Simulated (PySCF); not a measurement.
# C6H17NSi: the cost of one run

Computed with PySCF 2.14.0. Level: levels as typed in each script, gas phase, geometry from GFN2-xTB.

**1. The system as given**

SMILES `CC(C)N([SiH3])C(C)C`, 25 atoms, charge 0, spin multiplicity 1.

Bond lengths: C1–C2 1.529 Å, C1–H9 1.087 Å, C1–H10 1.088 Å, C1–H11 1.086 Å, C2–C3 1.530 Å, C2–N4 1.454 Å, C2–H12 1.095 Å, C3–H13 1.086 Å, C3–H14 1.087 Å, C3–H15 1.088 Å, N4–Si5 1.717 Å, N4–C6 1.451 Å, Si5–H16 1.475 Å, Si5–H17 1.464 Å, Si5–H18 1.462 Å, C6–C7 1.532 Å, C6–C8 1.531 Å, C6–H19 1.095 Å and more. Angles: C2–C1–H9 110.2°, C2–C1–H10 110.2°, C2–C1–H11 110.4°, H9–C1–H10 108.7°, H9–C1–H11 108.5°, H10–C1–H11 108.8°, C1–C2–C3 110.5°, C1–C2–N4 112.3°, C1–C2–H12 107.5°, C3–C2–N4 111.0°, C3–C2–H12 107.6°, N4–C2–H12 107.8°, C2–C3–H13 110.4°, C2–C3–H14 110.1°, C2–C3–H15 110.2°, H13–C3–H14 108.5°, H13–C3–H15 108.8°, H14–C3–H15 108.8° and more.

Coordinates:

```xyz
25
C6H17NSi
C    -1.59939    0.78684   -1.40002
C    -0.69431    0.96408   -0.18016
C    -1.49594    1.50035    1.00804
N     0.00150   -0.26297    0.17209
Si   -0.80595   -1.77034    0.32853
C     1.45066   -0.24166    0.09283
C     1.95945   -0.03459   -1.33729
C     2.06759    0.78017    1.05229
H    -1.03283    0.37305   -2.23049
H    -2.01265    1.74664   -1.70323
H    -2.41823    0.11093   -1.16976
H     0.05968    1.71539   -0.43647
H    -2.29151    0.80943    1.27044
H    -0.84782    1.62281    1.87182
H    -1.93670    2.46366    0.76078
H    -0.94061   -2.51935   -0.93548
H    -0.01110   -2.57080    1.26218
H    -2.14497   -1.54049    0.86868
H     1.78406   -1.23334    0.41582
H     3.04172   -0.13544   -1.36466
H     1.69892    0.95259   -1.71206
H     1.52240   -0.78228   -1.99510
H     3.14735    0.65418    1.07805
H     1.85201    1.80114    0.74704
H     1.67476    0.62633    2.05427
```

**2. Density, bond paths and surface potential (B3LYP/6-31g*)**

Input file input.py:

```python
import numpy as np
from pyscf import gto, scf, dft
from pyscf.scf import atom_ks, atom_hf
from scipy.linalg import block_diag

def solve(mol, dm0=None, hcore=None):
    mf = (dft.UKS if mol.spin else dft.RKS)(mol, xc='b3lyp')
    mf.grids.level = 3
    mf = mf.density_fit(auxbasis='def2-universal-jkfit')
    mf.conv_tol, mf.max_cycle = 1e-8, 80
    if hcore is not None:
        mf.get_hcore = lambda *args: hcore
    mf.kernel(dm0)
    if not mf.converged:
        mf = mf.newton().run(mf.mo_coeff, mf.mo_occ, max_cycle=30)
    assert mf.converged, 'SCF not converged'
    return mf

mol = gto.M(atom='''
C     -1.59939     0.78684    -1.40002
C     -0.69431     0.96408    -0.18016
C     -1.49594     1.50035     1.00804
N      0.00150    -0.26297     0.17209
Si    -0.80595    -1.77034     0.32853
C      1.45066    -0.24166     0.09283
C      1.95945    -0.03459    -1.33729
C      2.06759     0.78017     1.05229
H     -1.03283     0.37305    -2.23049
H     -2.01265     1.74664    -1.70323
H     -2.41823     0.11093    -1.16976
H      0.05968     1.71539    -0.43647
H     -2.29151     0.80943     1.27044
H     -0.84782     1.62281     1.87182
H     -1.93670     2.46366     0.76078
H     -0.94061    -2.51935    -0.93548
H     -0.01110    -2.57080     1.26218
H     -2.14497    -1.54049     0.86868
H      1.78406    -1.23334     0.41582
H      3.04172    -0.13544    -1.36466
H      1.69892     0.95259    -1.71206
H      1.52240    -0.78228    -1.99510
H      3.14735     0.65418     1.07805
H      1.85201     1.80114     0.74704
H      1.67476     0.62633     2.05427
''', basis='6-31g*', charge=0, spin=0, verbose=4)
mf = solve(mol)
mf.analyze()
# spherically averaged free atoms, for the promolecule
atm = atom_ks.get_atm_nrks(mol, xc='b3lyp')
pro = block_diag(*[(atm[a[0]][2] * atm[a[0]][3]) @ atm[a[0]][2].T for a in mol._atom])
np.savez('result.npz', e=mf.e_tot, c=mf.mo_coeff, occ=mf.mo_occ, eps=mf.mo_energy, pro=pro, dip=mf.dip_moment(verbose=0), s2=mf.spin_square()[0])
```

Command:

```sh
OMP_NUM_THREADS=1 python input.py
```

What time and memory should one allow on 1 thread of AMD EPYC 9R45 (Zen 5), shared host?

About 16 s, with a peak of 0.65 GiB.
